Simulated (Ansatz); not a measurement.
Be4CuSi, space group F-43m, an equation of state with a fit

Computed with Ansatz 0.2.0, Python API.

The cells in order, each with its output:

In [1]:
```python
import warnings

import ansatz as az
import numpy as np
from scipy.optimize import curve_fit
```

In [2]:
```python
vectors0 = np.array([
    [0.0, 3.059272, 3.059272],
    [3.059272, 0.0, 3.059272],
    [3.059272, 3.059272, 0.0],
])
sites = [
    ("Be", [0.374981, 0.374981, 0.374981]),
    ("Be", [0.875056, 0.374981, 0.374981]),
    ("Be", [0.374981, 0.374981, 0.875056]),
    ("Be", [0.374981, 0.875056, 0.374981]),
    ("Si", [0.0, 0.0, 0.0]),
    ("Cu", [0.75, 0.75, 0.75]),
]


def on_lattice(cell):
    crystal = az.Crystal(lattice=az.Lattice.of(cell))
    for symbol, position in sites:
        crystal = crystal.atom(symbol, position)
    return crystal
```

In [3]:
```python
def vinet(v, e0, v0, b0, b1):
    eta = (v / v0) ** (1 / 3)
    return e0 + 2 * b0 * v0 / (b1 - 1) ** 2 * (2 - (5 + 3 * b1 * (eta - 1) - 3 * eta) * np.exp(-1.5 * (b1 - 1) * (eta - 1)))

warnings.simplefilter("ignore", az.DeckWarning)
```

In [4]:
```python
# scale the volume, keep shape and fractions
volumes, energies = [], []
for scale in np.linspace(0.88, 1.12, 7):
    cell = vectors0 * scale ** (1 / 3)
    calculation = (
        on_lattice(cell).calculation()
        .functional(az.Functional.PBE)
        .occupations("Fermi-Dirac", width=50 * az.meV)
        .basis(500)
        .kpoints(7, 7, 7)
    )
    summary = calculation.run(threads=1).report
    volumes.append(abs(np.linalg.det(cell)) / len(sites))
    energies.append(summary["free_energy_ev"] / len(sites))
    print(f"V = {volumes[-1]:8.4f} A^3/atom  F = {energies[-1]:.5f} eV/atom")
```
```text
V =   8.3988 A^3/atom  F = -1271.83862 eV/atom
V =   8.7805 A^3/atom  F = -1271.87138 eV/atom
V =   9.1623 A^3/atom  F = -1271.88752 eV/atom
V =   9.5441 A^3/atom  F = -1271.89023 eV/atom
V =   9.9258 A^3/atom  F = -1271.88219 eV/atom
V =  10.3076 A^3/atom  F = -1271.86554 eV/atom
V =  10.6893 A^3/atom  F = -1271.84192 eV/atom
```

In [5]:
```python
guess = (min(energies), volumes[int(np.argmin(energies))], 0.5, 4.5)
(e0, v0, b0, b1), _ = curve_fit(vinet, np.array(volumes), np.array(energies), p0=guess, maxfev=20000)
print(f"Vinet fit: V0 = {v0:.4f} A^3/atom, B0 = {160.21766 * b0:.1f} GPa, B1 = {b1:.2f}")
print("largest residual", round(1000 * float(np.abs(vinet(np.array(volumes), e0, v0, b0, b1) - energies).max()), 3), "meV/atom")
```
```text
Vinet fit: V0 = 9.4390 A^3/atom, B0 = 118.2 GPa, B1 = 4.39
largest residual 0.022 meV/atom
```

A third-order Birch-Murnaghan fit through the 7 points (the script's own form differs a little) has its minimum at 9.44 Å³ an atom, 1.1 % below the typed cell, with a bulk modulus of 118 GPa and dB/dP = 4.4. From that minimum the energy rises by 52.0 meV an atom on the compressed side and 48.7 meV on the expanded side.

What to keep in mind:
- Total energies depend on the potentials; only differences at equal settings carry meaning.
- Shape and fractional positions are held along the curve, so the bulk modulus is an upper value where they are free to relax.
- The mesh is modest for a metal, so energies can be off by several to tens of meV an atom and pressures by half a GPa or more; differences at equal mesh fare better.
- This cell is a computed structure, which may not be the phase found in nature.
- Run time: 22 s on 1 thread of Arm Neoverse V1 (shared host), peak memory 0.45 GiB.
